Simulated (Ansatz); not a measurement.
**Si3H8S2: up Jacob's ladder to CCSD(T)**

How much do the methods differ for Si3H8S2? The plan is to run it at one geometry with functionals of several rungs and with coupled cluster, and see how far each lands from CCSD(T) at the basis-set limit for the atomisation energy.

Computed with Ansatz 0.2.0, Gaussian basis. Level: functionals in def2-TZVPP, the program's frozen cores in correlated methods.

Levels to be run: PBE-D4, r2SCAN-D4, PBE0-D4, B3LYP-D4, ωB97X-V, ωB97M-V, B2PLYP; CCSD(T)/def2-TZVPP; MP2/def2-QZVPP; extrapolation to the limit.

## (1) Structure used throughout

An earlier PBE0-D4 in a triple-zeta def2 set relaxation fixed the geometry.

SMILES `[SiH3]S[SiH2]S[SiH3]`, 13 atoms, charge 0, spin multiplicity 1.

Atoms are counted from 1 here; the program's logs count them from 0.

Bond lengths: Si1–S2 2.145 Å, Si1–H6 1.483 Å, Si1–H7 1.482 Å, Si1–H8 1.484 Å, S2–Si3 2.131 Å, Si3–S4 2.131 Å, Si3–H9 1.482 Å, Si3–H10 1.482 Å, S4–Si5 2.145 Å, Si5–H11 1.483 Å, Si5–H12 1.482 Å, Si5–H13 1.484 Å. Angles: S2–Si1–H6 105.8°, S2–Si1–H7 111.2°, S2–Si1–H8 110.0°, H6–Si1–H7 109.7°, H6–Si1–H8 110.3°, H7–Si1–H8 109.8°, Si1–S2–Si3 97.7°, S2–Si3–S4 112.8°, S2–Si3–H9 105.1°, S2–Si3–H10 111.5°, S4–Si3–H9 111.5°, S4–Si3–H10 105.1°, H9–Si3–H10 111.2°, Si3–S4–Si5 97.6°, S4–Si5–H11 105.8°, S4–Si5–H12 111.2°, S4–Si5–H13 110.0°, H11–Si5–H12 109.7° and more.

## (2) PBE-D4 (GGA)

Input file in.yaml:

```yaml
crystal:
  periodic: [false, false, false]
  atoms:
    - {symbol: Si, position_ang: [-2.017264, -0.091706, 1.013166]}
    - {symbol: S, position_ang: [-1.114086, 1.450705, -0.172815]}
    - {symbol: Si, position_ang: [-0.216063, 0.192355, -1.639581]}
    - {symbol: S, position_ang: [0.992868, -1.339222, -0.782872]}
    - {symbol: Si, position_ang: [2.211257, -0.080831, 0.455612]}
    - {symbol: H, position_ang: [-3.115550, 0.566666, 1.761354]}
    - {symbol: H, position_ang: [-1.043408, -0.675242, 1.965841]}
    - {symbol: H, position_ang: [-2.559803, -1.156245, 0.132733]}
    - {symbol: H, position_ang: [0.585234, 1.103668, -2.490220]}
    - {symbol: H, position_ang: [-1.238216, -0.524542, -2.437994]}
    - {symbol: H, position_ang: [3.450328, -0.852141, 0.718786]}
    - {symbol: H, position_ang: [1.533346, 0.227649, 1.736944]}
    - {symbol: H, position_ang: [2.531368, 1.178898, -0.260955]}
basis:
  gaussian: {orbitals: def2-TZVPP}
hamiltonian: {xc: pbe, dispersion: d4}
output: {forces: true, orbitals: {seedname: orbitals}}
```

Command:

```bash
ansatz run in.yaml --threads 2 --pin off --events-out ev --progress --plain --max-ram 22528MiB --backend cuda --devices 0, --max-vram 18GiB
```

The runs that follow: r2SCAN-D4 (meta-GGA); PBE0-D4 (hybrid); B3LYP-D4 (hybrid); ωB97X-V (range-separated); ωB97M-V (range-separated); B2PLYP (double hybrid); CCSD(T) in def2-TZVPP; MP2 in def2-QZVPP.

Q: Predict the results of all the runs planned. Wanted: atomisation energy, CCSD(T)/CBS; farthest; mean size of error, hybrid; mean size of error, range-separated; gap, smallest and largest; T1 diagnostic; triples share of the correlation energy.

**Answer**, as computed:

| quantity | value |
| --- | --- |
| atomisation energy, CCSD(T)/CBS | 945.3 kcal/mol |
| functionals within 4.7 kcal/mol (0.5 %) | r2SCAN-D4, ωB97M-V |
| farthest | B2PLYP (-22.7 kcal/mol) |
| mean size of error, hybrid | 9.4 kcal/mol |
| mean size of error, range-separated | 5.4 kcal/mol |
| gap, smallest and largest | 5.24 eV (PBE-D4), 11.57 eV (ωB97X-V) |
| T1 diagnostic | 0.0118 |
| triples share of the correlation energy | 4.2 % |

**Reading.** PBE-D4 misses by -10.8 kcal/mol. Double hybrids carry the basis error of their MP2 part in triple zeta, and no dispersion term here, so their miss is partly the set-up's. The reference freezes the cores and leaves out relativity and excitations past (T), so misses under about 4.7 kcal/mol can't be ranked. Hartree-Fock recovers 75 % of the binding; the rest is correlation. The gap grows from 5.2 to 11.6 eV across the functionals, mostly with the share of exact exchange.
